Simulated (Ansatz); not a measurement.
# CH5AlSSi: the cost of one run

Program: Ansatz 0.2.0. Level of theory: RKS BHLYP/cc-pVDZ. These are calculated values, not measurements.

### 1 The starting structure

Bond lengths: C1–Si2 1.767 Å, Si2–Al3 2.403 Å, Al3–S4 2.201 Å, C1–H5 1.078 Å, C1–H6 1.077 Å, Si2–H7 1.485 Å, Al3–H8 1.574 Å, S4–H9 1.336 Å. Angles: C1–Si2–Al3 123.9°, C1–Si2–H7 115.9°, Al3–Si2–H7 120.0°, Si2–C1–H5 121.5°, Si2–C1–H6 123.9°, H5–C1–H6 114.5°, Si2–Al3–S4 131.9°, Si2–Al3–H8 121.6°, S4–Al3–H8 106.4°, Al3–S4–H9 86.9°.

As a file:

```xyz
9

C    -0.3704    1.5297   -1.6636
Si    0.7518    0.3988   -0.8992
Al    0.2427   -0.8628    1.0821
S    -1.5532   -1.9777    1.6949
H    -1.3839    1.6410   -1.3134
H    -0.1372    2.1044   -2.5436
H     2.1153    0.3437   -1.4849
H     1.2732   -0.9931    2.2646
H    -0.9383   -2.1840    2.8631
```

### 2 End point A

File input.yaml:

```yaml
crystal:
  periodic: [false, false, false]
  atoms:
    - { symbol: C, position_ang: [-0.37041, 1.52972, -1.66362] }
    - { symbol: Si, position_ang: [0.75179, 0.39876, -0.8992] }
    - { symbol: Al, position_ang: [0.24265, -0.86284, 1.08207] }
    - { symbol: S, position_ang: [-1.5532, -1.97766, 1.69487] }
    - { symbol: H, position_ang: [-1.38389, 1.64103, -1.31344] }
    - { symbol: H, position_ang: [-0.13718, 2.10442, -2.54355] }
    - { symbol: H, position_ang: [2.11535, 0.34366, -1.48485] }
    - { symbol: H, position_ang: [1.27323, -0.99308, 2.26463] }
    - { symbol: H, position_ang: [-0.93834, -2.18401, 2.86308] }
basis:
  gaussian: { orbitals: cc-pVDZ }
hamiltonian:
  xc: { name: BHLYP }
relax:
  f_tol: 0.015
  max_steps: 40
```

Command:

```sh
$ ansatz run input.yaml --threads 2 --pin off --max-ram 3072MiB --backend cpu --events-out ev --progress --plain --runs-dir out
```

**Question.** How long does this run take on 2 threads of Arm Neoverse V2, shared host, and how much memory does it need?

About 47 s, with a peak of 0.2 GiB.
